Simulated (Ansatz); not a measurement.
# SrTiO3: the cost of one run

Method: DFT PBEsol, frozen-core PAW and all-electron LAPW, scalar-relativistic unless said, in Ansatz 0.2.0.

1 further run of the same task is left out (set aside as unsound or not needed).

### Step 1. The system as given

It takes space group Pm-3m (No. 221, cubic). The conventional cell has a = 3.905 Å, b = 3.905 Å, c = 3.905 Å, α = 90.00°, β = 90.00°, γ = 90.00°. Around Sr (site symmetry m-3m) lie 12 O at 2.76 Å. Ti (site symmetry m-3m) has 6 O at 1.95 Å as nearest neighbours. O (site symmetry 4/mmm) is surrounded by 2 Ti at 1.95 Å and 4 Sr at 2.76 Å.

Structure file:

```cif
data_structure
_symmetry_space_group_name_H-M 'Pm-3m'
_symmetry_Int_Tables_number 221
_cell_length_a 3.9053
_cell_length_b 3.9053
_cell_length_c 3.9053
_cell_angle_alpha 90.000
_cell_angle_beta 90.000
_cell_angle_gamma 90.000
_cell_volume 59.56
loop_
_atom_site_label
_atom_site_type_symbol
_atom_site_symmetry_multiplicity
_atom_site_Wyckoff_symbol
_atom_site_fract_x
_atom_site_fract_y
_atom_site_fract_z
_atom_site_occupancy
Sr1 Sr 1 b 0.50000 0.50000 0.50000 1
Ti1 Ti 1 a 0.00000 0.00000 0.00000 1
O1 O 3 d 0.50000 0.00000 0.00000 1
```

Cartesian axes are those of the input's lattice vectors. The structure goes back to a database entry.

### Step 2. Cell and atoms relaxed, PAW

File input.yaml:

```yaml
crystal:
  lattice:
    - [3.90528, 0.0, 0.0]
    - [0.0, 3.90528, 0.0]
    - [0.0, 0.0, 3.90528]
  atoms:
    - { symbol: Sr, position: [0.5, 0.5, 0.5] }
    - { symbol: Ti, position: [0.0, 0.0, 0.0] }
    - { symbol: O, position: [0.5, 0.0, 0.0] }
    - { symbol: O, position: [0.0, 0.5, 0.0] }
    - { symbol: O, position: [0.0, 0.0, 0.5] }
kpoints:
  mp_grid: { grid: [8, 8, 8] }
scf:
  occupations: { method: fermi_dirac, width: 0.1 }
hamiltonian:
  xc: pbesol
  pseudopotentials: { kind: paw }
relax:
  f_tol: 0.002
  max_steps: 80
  cell: {}
output:
  forces: true
  stress: true
```

Started as:

```
ansatz run input.yaml --threads 2 --pin off --max-ram 6144MiB --backend cpu --events-out ev --progress --plain --runs-dir out
```

What time and memory should one allow on 2 threads of Arm Neoverse V1, shared host?

About 9.4 s, with a peak of 0.37 GiB.
